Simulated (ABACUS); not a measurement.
Runs of ABACUS 3.10.1 on Mn. The cell holds a sheet with vacuum, 1 atom: a = 2.614 Å, b = 2.614 Å, c = 23.800 Å, α = 90.00°, β = 90.00°, γ = 90.00°. The cell was built by a generator and needn't be a form met in nature.

```tsv
level	gap on the mesh (eV)	moment (μB)
WC	none	4.38
PBEsol	none	4.24
LDA	none	4.20
RPBE	none	(a)
```

Alike in all rows: task single point; potentials or basis SG15 ONCV 1.2 PBE, DZP LCAO (the cutoffs set its grid); spin collinear, ferromagnetic start; cell as given; k mesh 10 × 10 × 1; cutoff (eV) 1361; smearing fermi-dirac 0.05 eV.

Question: Fill in the values left out.

Answer: (a) 4.22.

Caveats: the atomic orbitals were generated for these runs and aren't a published set; the basis of atomic orbitals isn't converged, which shifts pressures, moduli and gaps.

A gap of «none» marks a metal or a gap under the smearing width.

Runs at the PBE level aren't shown here.
